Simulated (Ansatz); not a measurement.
**Ni3Ge (Pm-3m): fixed-spin-moment curve, by script**

A script is to give a fixed-spin-moment curve; the system is Ni3Ge (Pm-3m).

All numbers are computed with Ansatz 0.2.0, driven from Python. Level of theory: DFT LDA, plane waves, PAW.

## (1) The system

It takes space group Pm-3m (No. 221, cubic). The conventional cell has a = 3.530 Å, b = 3.530 Å, c = 3.530 Å, α = 90.00°, β = 90.00°, γ = 90.00°. Ni (site symmetry 4/mmm) has 8 Ni at 2.50 Å and 4 Ge at 2.50 Å as nearest neighbours. Ge (site symmetry m-3m) is surrounded by 12 Ni at 2.50 Å.

The script holds or builds the structure itself.

## (2) Script

The input, fsm.py:

```python
import ansatz as az

xtal = (
    az.Lattice.of((3.530334, 0.0, 0.0), (0.0, 3.530334, 0.0), (0.0, 0.0, 3.530334))
    .atom('Ni', (0.5, 0.0, 0.5))
    .atom('Ni', (0.0, 0.5, 0.5))
    .atom('Ni', (0.5, 0.5, 0.0))
    .atom('Ge', (0.0, 0.0, 0.0))
)

setup = (
    xtal.calculation()
    .occupations(az.OccupationsMethod.FERMI_DIRAC, width=0.1)
    .kpoints(mesh=(6, 6, 6))
    .pseudopotentials('paw')
    .functional('lda')
    .basis(34 * az.Ry)
)
rows = []
for total in [0.0, 1.1, 2.2, 3.2, 4.3, 5.4]:
    r = setup.spin('collinear', total=total, lock='hard').run(threads=1, pin='off').report
    up, down = r['spin_fermi_energies_ev']
    rows.append((total, r['free_energy_ev'], up - down, r['absolute_magnetization_mub']))
reference = rows[0][1]
rows = [(m, 1000 * (e - reference), split, size) for m, e, split, size in rows]
for row in rows:
    print('; '.join(f'{name} = {round(v, 4) if isinstance(v, float) else v}' for name, v in zip(['total muB', 'F - F(0) meV', 'EF up - down eV', 'absolute muB'], row)))
best = min(rows, key=lambda row: row[1])
print(f'lowest at {best[0]} muB per cell, {best[1]:.1f} meV against the first point')
```

## (3) The input behind the calls

The engine receives this input (first run):

```yaml
crystal:
  lattice:
    - [3.530334, 0.0, 0.0]
    - [0.0, 3.530334, 0.0]
    - [0.0, 0.0, 3.530334]
  atoms:
    - { symbol: Ni, position: [0.5, 0.0, 0.5] }
    - { symbol: Ni, position: [0.0, 0.5, 0.5] }
    - { symbol: Ni, position: [0.5, 0.5, 0.0] }
    - { symbol: Ge, position: [0.0, 0.0, 0.0] }
basis:
  ecutwfc: 462.593566181796
kpoints:
  mp_grid:
    grid: [6, 6, 6]
hamiltonian:
  xc: lda
  pseudopotentials:
    kind: paw
magnetization:
  spin_polarized: true
  initial_magnetization: 0.0
  spin_locking:
    lock_magnetization: hard
scf:
  occupations:
    method: fermi_dirac
    width: 0.1
```

## (4) Running it

On the command line:

```bash
$ python fsm.py
```

**Question.** At which total moment is the energy lowest, and how steeply does it rise?

As calculated:

```
                            quantity             value
                       runs compared                 6
                     range of energy  1259.26 meV/atom
lowest point, total moment held (μB)               0.0
```

**Reading.** The lowest point lies at 0 μB a cell, the first of the scan; at 5.4 μB the energy is 5037 meV above the lowest. The mesh is modest for a metal, so energies can be off by several to tens of meV an atom and pressures by half a GPa or more; differences at equal mesh fare better. This cell is a computed structure, which may not be the phase found in nature. Only points where the Fermi levels of the two spins meet (minima, maxima and zero moment) are free solutions; a shallow minimum can lie between the points.
